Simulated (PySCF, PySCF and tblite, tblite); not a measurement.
# C4H9BFN: a path driven as rotation about a bond, and NMR exchange

Aim: the barrier and rate of rotation about a bond in C4H9BFN (`C=CB(F)N(C)C`), and what it does to NMR lines.

Computed with tblite 0.8.0 (tight binding) and PySCF 2.14.0 (DFT, with response routines of our own); each step states its level. Atoms count from 0 throughout.

### Step 1. The molecule as given

16 atoms, charge 0, multiplicity 1; geometry from: force field or distance geometry start.

Bonds of the start (Å): B2–F3 1.45, B2–N4 1.55, C0–C1 1.35, C0–H7 1.08, C0–H8 1.08, C1–B2 1.55, C1–H9 1.10, C5–H10 1.11, C5–H11 1.11, C5–H12 1.12, C6–H13 1.11, C6–H14 1.11, C6–H15 1.12, N4–C5 1.48, N4–C6 1.47.

### Step 2. GFN2-xTB relaxation, start minimum

The job: settings as JSON, then the geometry in Å.

```
{"job": {"xc": "GFN2-xTB", "basis": "xTB", "kind": "relax"}, "charge": 0, "multiplicity": 1}
C      2.838300    -0.791300     0.981000
C      1.581400    -0.351900     1.193600
B      0.555200    -0.200400     0.043700
F      0.916300    -0.512200    -1.330200
N     -0.872400     0.303500     0.364600
C     -1.135000     1.558500    -0.366300
C     -1.858400    -0.710500    -0.027300
H      3.177700    -1.042700    -0.011900
H      3.527900    -0.889900     1.812100
H      1.275400    -0.107900     2.218600
H     -1.081100     1.415600    -1.469200
H     -2.142400     1.942100    -0.100000
H     -0.400500     2.339200    -0.050400
H     -2.876900    -0.369700     0.241900
H     -1.833400    -0.917800    -1.114800
H     -1.679700    -1.655900     0.549500
```

Started as:

```sh
> OMP_NUM_THREADS=1 python ens_run.py task.json out
```

This one command runs the whole study; its stages follow in the order run.

What it wrote:

```text
step      E/eV     max force
  0    -599.53994    2.968
  1    -599.75766    2.029
  2    -599.84308    2.093
  3    -599.89472    0.459
  4    -599.90862    0.254
  5    -599.92455    0.219
  6    -599.93033    0.222
  7    -599.93654    0.179
  8    -599.93796    0.122
  9    -599.93924    0.146
 10    -599.94054    0.115
 11    -599.94201    0.117
 12    -599.94330    0.120
 13    -599.94449    0.132
 14    -599.94558    0.121
 15    -599.94658    0.093
 16    -599.94736    0.091
 17    -599.94791    0.065
 18    -599.94830    0.057
 19    -599.94858    0.038
 20    -599.94873    0.035
 21    -599.94880    0.023
 22    -599.94887    0.025
 23    -599.94895    0.032
 24    -599.94907    0.048
 25    -599.94923    0.054
 26    -599.94943    0.051
 27    -599.94973    0.053
 28    -599.95019    0.069
 29    -599.95078    0.080
 30    -599.95133    0.057
 31    -599.95167    0.039
 32    -599.95191    0.046
 33    -599.95222    0.057
 34    -599.95271    0.085
 35    -599.95346    0.097
 36    -599.95456    0.131
 37    -599.95612    0.146
 38    -599.95854    0.147
 39    -599.96258    0.197
 40    -599.96878    0.262
 41    -599.89434    0.926
 42    -599.97734    0.258
 43    -599.98427    0.278
 44    -600.00732    0.723
 45    -599.98521    0.840
 46    -599.99833    0.808
 47    -599.99066    0.866
 48    -600.04190    0.700
 49    -600.07653    0.699
 50    -600.11820    1.308
 51    -600.18937    1.022
 52    -600.25972    0.620
 53    -600.33657    0.941
 54    -600.38720    0.635
 55    -600.41748    0.659
 56    -600.45540    0.349
 57    -600.47589    0.369
 58    -600.48878    0.354
 59    -600.50523    0.365
 60    -600.53543    0.414
 61    -600.58225    0.525
 62    -600.62125    0.594
 63    -600.66204    0.575
 64    -600.71122    0.571
 65    -600.77676    0.536
 66    -600.80638    0.678
 67    -600.82983    0.387
 68    -600.84922    0.232
 69    -600.86247    0.251
 70    -600.86731    0.153
 71    -600.87229    0.126
 72    -600.87521    0.112
 73    -600.87769    0.125
 74    -600.87969    0.135
 75    -600.88147    0.145
 76    -600.88337    0.146
 77    -600.88576    0.131
 78    -600.88851    0.144
 79    -600.89105    0.111
 80    -600.89278    0.096
 81    -600.89364    0.063
 82    -600.89415    0.057
 83    -600.89479    0.062
 84    -600.89564    0.070
 85    -600.89695    0.091
 86    -600.89865    0.132
 87    -600.90047    0.131
 88    -600.90207    0.109
 89    -600.90344    0.089
 90    -600.90494    0.090
 91    -600.90677    0.094
 92    -600.90852    0.108
 93    -600.90959    0.117
 94    -600.91069    0.083
 95    -600.91136    0.054
 96    -600.91206    0.053
 97    -600.91242    0.049
 98    -600.91275    0.049
 99    -600.91305    0.048
100    -600.91355    0.056
101    -600.91416    0.058
102    -600.91477    0.060
103    -600.91531    0.048
104    -600.91578    0.055
105    -600.91622    0.060
106    -600.91671    0.061
107    -600.91721    0.050
108    -600.91763    0.054
109    -600.91796    0.048
110    -600.91826    0.046
111    -600.91862    0.039
112    -600.91900    0.041
113    -600.91934    0.044
114    -600.91965    0.039
115    -600.91990    0.032
116    -600.92011    0.033
117    -600.92029    0.032
118    -600.92046    0.029
119    -600.92063    0.029
120    -600.92078    0.024
121    -600.92092    0.027
122    -600.92111    0.036
123    -600.92135    0.037
124    -600.92158    0.031
125    -600.92170    0.022
126    -600.92176    0.020
127    -600.92180    0.017
128    -600.92188    0.026
129    -600.92199    0.040
130    -600.92213    0.041
131    -600.92229    0.031
132    -600.92251    0.039
133    -600.92286    0.050
134    -600.92329    0.051
135    -600.92372    0.050
136    -600.92409    0.051
137    -600.92444    0.068
138    -600.92475    0.051
139    -600.92507    0.038
140    -600.92526    0.034
141    -600.92534    0.029
142    -600.92545    0.023
143    -600.92554    0.025
144    -600.92563    0.018
145    -600.92568    0.011
146    -600.92571    0.008
147    -600.92572    0.007
148    -600.92574    0.006
149    -600.92575    0.006
150    -600.92576    0.006
151    -600.92577    0.008
152    -600.92578    0.011
153    -600.92580    0.013
154    -600.92583    0.010
155    -600.92585    0.010
156    -600.92587    0.010
157    -600.92589    0.014
158    -600.92593    0.017
159    -600.92596    0.014
160    -600.92600    0.016
161    -600.92604    0.018
162    -600.92608    0.017
163    -600.92613    0.018
164    -600.92617    0.017
165    -600.92620    0.013
166    -600.92624    0.016
167    -600.92628    0.017
168    -600.92634    0.017
169    -600.92640    0.020
170    -600.92644    0.015
171    -600.92648    0.013
172    -600.92650    0.013
173    -600.92652    0.008
174    -600.92653    0.005
175    -600.92653    0.004
176    -600.92653    0.004
177    -600.92653    0.002
```

Run time: 0.92 s. Hardware: 1 thread of Intel Xeon Platinum 8559C, shared host.

The energy fell by 1.387 eV, and the atoms moved 0.97 Å (root mean square).

### Step 3. Relaxed scan, rotation

The job: settings as JSON, then the geometry in Å.

```
{"job": {"xc": "GFN2-xTB", "basis": "xTB", "coordinate": [["t", [3, 2, 1, 0], 0.25], ["t", [3, 2, 1, 9], 0.25], ["t", [4, 2, 1, 0], 0.25], ["t", [4, 2, 1, 9], 0.25]], "kind": "drive"}, "charge": 0, "multiplicity": 1}
C      2.720971    -0.949181     1.076031
C      1.401354    -0.892811     0.928079
B      0.696238     0.219875     0.086908
F      1.482502     1.147249    -0.500179
N     -0.675221     0.351140    -0.119277
C     -1.244420     1.417725    -0.916481
C     -1.692882    -0.523706     0.412642
H      3.362411    -0.217026     0.613038
H      3.213538    -1.715095     1.655407
H      0.811338    -1.658567     1.418361
H     -1.806903     1.003094    -1.758455
H     -1.926321     2.021643    -0.310238
H     -0.452490     2.054503    -1.299049
H     -2.386446     0.041136     1.043695
H     -2.266523    -0.977540    -0.401794
H     -1.244743    -1.313495     1.006431
```

What it wrote:

```text
point  coordinate     E/eV
  0    104.800     -600.91980
  1    119.800     -600.90984
  2    134.800     -600.89143
  3    149.800     -600.87345
  4    164.900     -600.86176
  5    180.000     -600.86022
  6    195.100     -600.87085
  7    210.100     -600.88872
  8    224.900     -600.89548
  9    239.800     -600.88816
 10    254.700     -600.85756
 11    269.700     -600.82481
```

Wall time 3.1 s (1 thread of Intel Xeon Platinum 8559C, shared host).

The highest point is number 11, 2.2 kcal/mol above the first.

### Step 4. Nudged elastic band, leg 1

Changed since step 3:

```diff
@@ -1,2 +1,2 @@
-{"job": {"xc": "GFN2-xTB", "basis": "xTB", "coordinate": [["t", [3, 2, 1, 0], 0.25], ["t", [3, 2, 1, 9], 0.25], ["t", [4, 2, 1, 0], 0.25], ["t", [4, 2, 1, 9], 0.25]], "kind": "drive"}, "charge": 0, "multiplicity": 1}
+{"job": {"xc": "GFN2-xTB", "basis": "xTB", "kind": "neb"}, "charge": 0, "multiplicity": 1}
 C      2.720971    -0.949181     1.076031
```

What it wrote:

```text
image   E - E0 / eV
  0       0.0000
  1       0.0150
  2       0.0352
  3       0.0625
  4       0.0653
  5       0.0448
  6       0.0263
```

Run time: 1.6 s. Hardware: 1 thread of Intel Xeon Platinum 8559C, shared host; peak memory 0.2 GiB.

The highest point is number 4, 1.5 kcal/mol above the first.

### Step 5. Saddle search, leg 1

The job: settings as JSON, then the geometry in Å.

```
{"job": {"xc": "GFN2-xTB", "basis": "xTB", "kind": "saddle"}, "charge": 0, "multiplicity": 1}
C      2.198930    -0.898189     1.315513
C      1.561465    -1.054616     0.165535
B      0.778625     0.076523    -0.603528
F      1.436291     0.814688    -1.518936
N     -0.566526     0.354905    -0.409304
C     -1.273786     1.400544    -1.117867
C     -1.415020    -0.367246     0.510220
H      2.208413     0.047283     1.833735
H      2.752190    -1.695075     1.788136
H      1.609670    -2.030433    -0.308170
H     -2.070709     0.972321    -1.732187
H     -1.721890     2.100816    -0.406959
H     -0.583443     1.937940    -1.761804
H     -1.852397     0.319407     1.240838
H     -2.229789    -0.858880    -0.030079
H     -0.832025    -1.119988     1.034857
```

What it wrote:

```text
step      E/eV     max force
  0    -600.86119   0.0385
  1    -600.86110   0.0820
  2    -600.86169   0.0273
  3    -600.86137   0.0333
  4    -600.86126   0.0356
  5    -600.86132   0.0037
lowest wavenumbers (cm-1): -66.0 99.2 161.4 172.7 176.9 214.6
```

It took 1.9 s on 1 thread of Intel Xeon Platinum 8559C, shared host; peak memory 0.2 GiB.

Point group C1; 1 imaginary mode, 66i cm⁻¹, carried by C0, H7, H9, C1. Steps downhill from it reached both ends.

### Step 6. Shieldings, start: PBE0/pcSseg-1 in chloroform

The job: settings as JSON, then the geometry in Å.

```
{"job": {"kind": "nmr", "xc": "PBE0", "basis": "pcSseg-1", "solvent": "chloroform", "pop": false}, "charge": 0, "multiplicity": 1}
C      2.720971    -0.949181     1.076031
C      1.401354    -0.892811     0.928079
B      0.696238     0.219875     0.086908
F      1.482502     1.147249    -0.500179
N     -0.675221     0.351140    -0.119277
C     -1.244420     1.417725    -0.916481
C     -1.692882    -0.523706     0.412642
H      3.362411    -0.217026     0.613038
H      3.213538    -1.715095     1.655407
H      0.811338    -1.658567     1.418361
H     -1.806903     1.003094    -1.758455
H     -1.926321     2.021643    -0.310238
H     -0.452490     2.054503    -1.299049
H     -2.386446     0.041136     1.043695
H     -2.266523    -0.977540    -0.401794
H     -1.244743    -1.313495     1.006431
```

What it wrote:

```text
coarse grid: 13160 points
cycle   1  E = -336.8509752009  dE =  6.938e-01  |g| = 5.246e-01  |ddm| = 3.341e+00
cycle   2  E = -336.8378697049  dE =  1.311e-02  |g| = 6.471e-01  |ddm| = 7.421e-01
cycle   3  E = -336.9047844853  dE = -6.691e-02  |g| = 6.684e-02  |ddm| = 3.946e-01
cycle   4  E = -336.9055170877  dE = -7.326e-04  |g| = 2.545e-02  |ddm| = 5.781e-02
cycle   5  E = -336.9056437540  dE = -1.267e-04  |g| = 7.442e-03  |ddm| = 1.933e-02
cycle   6  E = -336.9056538687  dE = -1.011e-05  |g| = 2.850e-03  |ddm| = 6.053e-03
cycle   7  E = -336.9056555925  dE = -1.724e-06  |g| = 4.110e-04  |ddm| = 1.988e-03
final grid: 126984 points
cycle   8  E = -336.9479787375  dE = -4.234e-05  |g| = 8.088e-03  |ddm| = 2.433e-02
cycle   9  E = -336.9479772047  dE =  1.533e-06  |g| = 8.544e-03  |ddm| = 1.170e-02
cycle  10  E = -336.9479944857  dE = -1.728e-05  |g| = 9.798e-04  |ddm| = 6.058e-03
cycle  11  E = -336.9479946869  dE = -2.012e-07  |g| = 2.620e-04  |ddm| = 7.623e-04
cycle  12  E = -336.9479947000  dE = -1.310e-08  |g| = 6.727e-05  |ddm| = 1.888e-04
cycle  13  E = -336.9479947009  dE = -8.995e-10  |g| = 1.982e-05  |ddm| = 5.888e-05
converged SCF energy = -336.9479947009

GIAO shielding tensors (ppm)
atom      isotropic    diamagn.    paramagn.     s11        s22        s33       span
  0 C       42.770     253.528    -210.758    -86.615     44.052    170.874    257.488
  1 C       50.009     261.001    -210.992    -74.057     42.557    181.527    255.585
  2 B       75.780     195.830    -120.050     44.826     87.887     94.628     49.801
  3 F      312.030     473.480    -161.450    191.511    287.169    457.412    265.901
  4 N      167.929     326.116    -158.187     78.216    210.887    214.685    136.469
  5 C      149.277     245.111     -95.834    124.969    138.347    184.516     59.546
  6 C      147.670     246.516     -98.846    125.930    132.630    184.450     58.520
  7 H       25.191      31.554      -6.364     21.559     24.226     29.787      8.228
  8 H       25.202      28.561      -3.359     22.099     24.731     28.776      6.677
  9 H       25.017      33.336      -8.319     21.796     23.392     29.862      8.067
 10 H       29.173      29.067       0.105     25.092     26.730     35.696     10.604
 11 H       29.173      28.766       0.407     25.092     26.731     35.696     10.604
 12 H       27.802      30.110      -2.307     22.408     28.580     32.419     10.010
 13 H       28.981      29.533      -0.551     25.063     26.560     35.321     10.258
 14 H       28.980      29.840      -0.860     25.061     26.557     35.321     10.260
 15 H       28.073      31.536      -3.462     22.803     28.118     33.299     10.496
```

Run time: 17 s. Hardware: 1 thread of Intel Xeon Platinum 8559C, shared host; peak memory 0.85 GiB.

This run: HOMO -6.94 eV, LUMO -0.58 eV; dipole 2.64 D.

### Step 7. Shieldings, saddle of leg 1: PBE0/pcSseg-1 in chloroform

The job: settings as JSON, then the geometry in Å.

```
{"job": {"kind": "nmr", "xc": "PBE0", "basis": "pcSseg-1", "solvent": "chloroform", "pop": false}, "charge": 0, "multiplicity": 1}
C      2.251771    -0.896786     1.304999
C      1.544635    -1.046639     0.195919
B      0.781351     0.102263    -0.567699
F      1.461798     0.872334    -1.438503
N     -0.574410     0.356503    -0.412356
C     -1.281687     1.396785    -1.128897
C     -1.430730    -0.379793     0.488888
H      2.343083     0.061317     1.791504
H      2.771903    -1.714926     1.779819
H      1.498486    -2.038936    -0.243742
H     -2.092455     0.964143    -1.722370
H     -1.712633     2.116344    -0.426631
H     -0.594680     1.915426    -1.791309
H     -1.875090     0.293811     1.227692
H     -2.241215    -0.863485    -0.064814
H     -0.850128    -1.138359     1.007498
```

What it wrote:

```text
coarse grid: 13160 points
cycle   1  E = -336.8440596805  dE =  6.930e-01  |g| = 5.265e-01  |ddm| = 3.349e+00
cycle   2  E = -336.8301343726  dE =  1.393e-02  |g| = 6.513e-01  |ddm| = 7.683e-01
cycle   3  E = -336.8983736661  dE = -6.824e-02  |g| = 6.710e-02  |ddm| = 4.096e-01
cycle   4  E = -336.8991135338  dE = -7.399e-04  |g| = 2.535e-02  |ddm| = 5.946e-02
cycle   5  E = -336.8992400320  dE = -1.265e-04  |g| = 7.181e-03  |ddm| = 1.979e-02
cycle   6  E = -336.8992493672  dE = -9.335e-06  |g| = 2.660e-03  |ddm| = 5.742e-03
final grid: 126984 points
cycle   7  E = -336.9420362267  dE = -3.923e-05  |g| = 9.197e-03  |ddm| = 2.469e-02
cycle   8  E = -336.9420241577  dE =  1.207e-05  |g| = 1.188e-02  |ddm| = 1.477e-02
cycle   9  E = -336.9420556660  dE = -3.151e-05  |g| = 1.608e-03  |ddm| = 8.380e-03
cycle  10  E = -336.9420561807  dE = -5.147e-07  |g| = 2.154e-04  |ddm| = 1.039e-03
cycle  11  E = -336.9420561877  dE = -6.968e-09  |g| = 8.859e-05  |ddm| = 1.706e-04
cycle  12  E = -336.9420561890  dE = -1.336e-09  |g| = 2.316e-05  |ddm| = 6.196e-05
cycle  13  E = -336.9420561891  dE = -9.697e-11  |g| = 5.082e-06  |ddm| = 1.895e-05
converged SCF energy = -336.9420561891

GIAO shielding tensors (ppm)
atom      isotropic    diamagn.    paramagn.     s11        s22        s33       span
  0 C       51.226     254.253    -203.027    -71.977     55.526    170.129    242.106
  1 C       43.508     262.762    -219.254    -80.288     35.865    174.948    255.236
  2 B       73.018     195.345    -122.327     39.946     87.977     91.131     51.185
  3 F      287.763     470.924    -183.162    168.930    268.024    426.334    257.404
  4 N      166.550     326.611    -160.061     68.563    214.825    216.263    147.700
  5 C      149.996     244.299     -94.302    125.122    140.051    184.816     59.693
  6 C      146.072     247.569    -101.497    126.717    128.578    182.922     56.205
  7 H       25.868      32.288      -6.420     22.069     25.363     30.171      8.101
  8 H       25.568      28.776      -3.208     22.487     25.225     28.994      6.506
  9 H       25.133      31.900      -6.768     22.574     25.545     27.279      4.705
 10 H       29.198      28.422       0.776     24.938     26.844     35.813     10.874
 11 H       29.190      28.862       0.327     24.975     26.866     35.727     10.752
 12 H       27.902      29.482      -1.581     22.889     28.215     32.601      9.711
 13 H       29.074      30.701      -1.627     25.389     26.600     35.233      9.845
 14 H       29.108      30.233      -1.125     25.289     26.631     35.405     10.116
 15 H       28.295      32.294      -3.999     23.121     29.453     32.311      9.190
```

Wall time 19 s (1 thread of Intel Xeon Platinum 8559C, shared host); peak memory 0.86 GiB.

This run: HOMO -7.12 eV, LUMO 0.13 eV; dipole 2.80 D.

### Step 8. Shieldings, end: PBE0/pcSseg-1 in chloroform

The job: settings as JSON, then the geometry in Å.

```
{"job": {"kind": "nmr", "xc": "PBE0", "basis": "pcSseg-1", "solvent": "chloroform", "pop": false}, "charge": 0, "multiplicity": 1}
C      1.892730    -1.047284     1.544641
C      1.721240    -0.954844     0.232691
B      0.802354     0.061688    -0.530982
F      1.339820     0.680293    -1.603818
N     -0.519924     0.365560    -0.228918
C     -1.291352     1.339955    -0.972297
C     -1.286213    -0.244348     0.832507
H      1.367500    -0.406627     2.235377
H      2.580119    -1.749577     1.991612
H      2.321416    -1.605334    -0.395706
H     -2.167744     0.866436    -1.424845
H     -1.634509     2.137001    -0.306159
H     -0.678352     1.773757    -1.756832
H     -1.528579     0.491413     1.605833
H     -2.224765    -0.641768     0.434675
H     -0.720406    -1.056875     1.278565
```

What it wrote:

```text
coarse grid: 13160 points
cycle   1  E = -336.8466153120  dE =  6.940e-01  |g| = 5.247e-01  |ddm| = 3.337e+00
cycle   2  E = -336.8328992868  dE =  1.372e-02  |g| = 6.486e-01  |ddm| = 7.427e-01
cycle   3  E = -336.9003070549  dE = -6.741e-02  |g| = 6.623e-02  |ddm| = 3.936e-01
cycle   4  E = -336.9010322174  dE = -7.252e-04  |g| = 2.534e-02  |ddm| = 5.912e-02
cycle   5  E = -336.9011604001  dE = -1.282e-04  |g| = 7.048e-03  |ddm| = 2.009e-02
cycle   6  E = -336.9011693545  dE = -8.954e-06  |g| = 2.703e-03  |ddm| = 5.696e-03
final grid: 126984 points
cycle   7  E = -336.9442935876  dE = -4.530e-05  |g| = 9.609e-03  |ddm| = 2.631e-02
cycle   8  E = -336.9442805413  dE =  1.305e-05  |g| = 1.238e-02  |ddm| = 1.531e-02
cycle   9  E = -336.9443146387  dE = -3.410e-05  |g| = 1.734e-03  |ddm| = 8.801e-03
cycle  10  E = -336.9443152479  dE = -6.092e-07  |g| = 2.291e-04  |ddm| = 1.120e-03
cycle  11  E = -336.9443152562  dE = -8.269e-09  |g| = 9.102e-05  |ddm| = 1.824e-04
cycle  12  E = -336.9443152576  dE = -1.431e-09  |g| = 2.695e-05  |ddm| = 6.781e-05
cycle  13  E = -336.9443152577  dE = -1.297e-10  |g| = 5.643e-06  |ddm| = 2.230e-05
converged SCF energy = -336.9443152577

GIAO shielding tensors (ppm)
atom      isotropic    diamagn.    paramagn.     s11        s22        s33       span
  0 C       44.921     255.764    -210.842    -79.324     46.026    168.063    247.387
  1 C       45.805     260.979    -215.174    -72.765     36.596    173.585    246.350
  2 B       73.642     195.431    -121.790     43.430     86.885     90.610     47.179
  3 F      292.850     471.545    -178.695    173.143    269.215    436.193    263.049
  4 N      167.600     326.377    -158.777     75.448    210.902    216.450    141.002
  5 C      149.620     244.687     -95.067    124.866    139.603    184.391     59.525
  6 C      146.371     247.411    -101.040    125.682    129.810    183.622     57.940
  7 H       25.584      33.384      -7.800     21.644     25.185     29.921      8.277
  8 H       25.226      28.626      -3.400     22.406     24.963     28.309      5.903
  9 H       25.331      30.771      -5.440     23.480     24.887     27.626      4.146
 10 H       29.215      28.829       0.387     25.076     26.842     35.728     10.652
 11 H       29.132      28.832       0.301     24.876     26.843     35.678     10.803
 12 H       27.863      29.687      -1.824     22.667     28.324     32.599      9.932
 13 H       28.885      30.601      -1.716     25.230     26.378     35.048      9.818
 14 H       29.150      30.323      -1.172     25.194     26.839     35.418     10.224
 15 H       27.924      32.617      -4.693     22.840     28.829     32.102      9.262
```

Wall time 18 s (1 thread of Intel Xeon Platinum 8559C, shared host); peak memory 0.86 GiB.

In short: HOMO -7.03 eV, LUMO -0.37 eV; dipole 2.76 D.

[end of part 1 of 2]
